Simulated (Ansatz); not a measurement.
# ClFO2W: how energies converge with the basis set

One table from this session's results is given with a row withheld; the runs are named, their logs left out.

The runs use Ansatz 0.2.0, Gaussian basis; one geometry, several basis sets.

The runs, in order: PBE0-D4/def2-SVP; ωB97M-V/def2-SVP; PBE0-D4/def2-QZVPP; ωB97M-V/def2-QZVPP; the functionals' def2-TZVPP values are taken from earlier runs.

## The relaxed structure

An earlier PBE0-D4 in a triple-zeta def2 set relaxation fixed the geometry. W takes the def2 core potential; no spin-orbit term is included.

5 atoms, charge 0, spin multiplicity 1.

Atoms are counted from 1 here; the program's logs count them from 0.

Bond lengths: O1–W2 1.692 Å, W2–O3 1.692 Å, W2–F4 1.850 Å, W2–Cl5 2.254 Å. Angles: O1–W2–O3 106.7°, O1–W2–F4 109.4°, O1–W2–Cl5 108.9°, O3–W2–F4 109.4°, O3–W2–Cl5 108.9°, F4–W2–Cl5 113.2°.

As a file:

```
atom    x (Å)    y (Å)    z (Å)
  O1  -0.5156  -0.6484   1.5045
  W2   0.0303  -0.0972   0.0004
  O3   1.7151  -0.2571   0.0058
  F4  -0.6839  -1.1546  -1.3386
 Cl5  -0.4960   2.0837  -0.2137
```

The first run:

in.yaml

```yaml
crystal:
  periodic: [false, false, false]
  atoms:
    - {symbol: O, position_ang: [-0.515645, -0.648381, 1.504548]}
    - {symbol: W, position_ang: [0.030321, -0.097244, 0.000439]}
    - {symbol: O, position_ang: [1.715128, -0.257150, 0.005784]}
    - {symbol: F, position_ang: [-0.683860, -1.154599, -1.338560]}
    - {symbol: Cl, position_ang: [-0.496045, 2.083675, -0.213710]}
basis:
  gaussian: {orbitals: def2-SVP}
hamiltonian: {xc: pbe0, dispersion: d4}
output: {orbitals: {seedname: orbitals}}
```

Launch:

```
> ansatz run in.yaml --threads 4 --pin off --events-out ev --progress --plain --max-ram 10444MiB
```

Steps of the session up to this table: PBE0-D4 in def2-SVP; ωB97M-V in def2-SVP; PBE0-D4 in def2-QZVPP; ωB97M-V in def2-QZVPP.

One of the session's tables, all rows but one given; the rest of the session is left out.

It belongs to the step «Density functionals: the series». 

| functional | basis | HOMO (eV) | LUMO (eV) |
| --- | --- | --- | --- |
| PBE0-D4 | def2-SVP | -9.79 | -2.90 |
| PBE0-D4 | def2-TZVPP | -9.75 | -2.94 |
| PBE0-D4 | def2-QZVPP | -9.76 | -2.96 |
| ωB97M-V | def2-SVP | -12.12 | -0.74 |
| ωB97M-V | def2-TZVPP | ? | ? |
| ωB97M-V | def2-QZVPP | -12.11 | -0.83 |

Q: Estimate the row for ωB97M-V, def2-TZVPP from the others.

The run gave: HOMO (eV): -12.09; LUMO (eV): -0.80. In the column «HOMO (eV)» it lies between ωB97M-V, def2-QZVPP (-12.11) and PBE0-D4, def2-SVP (-9.79).
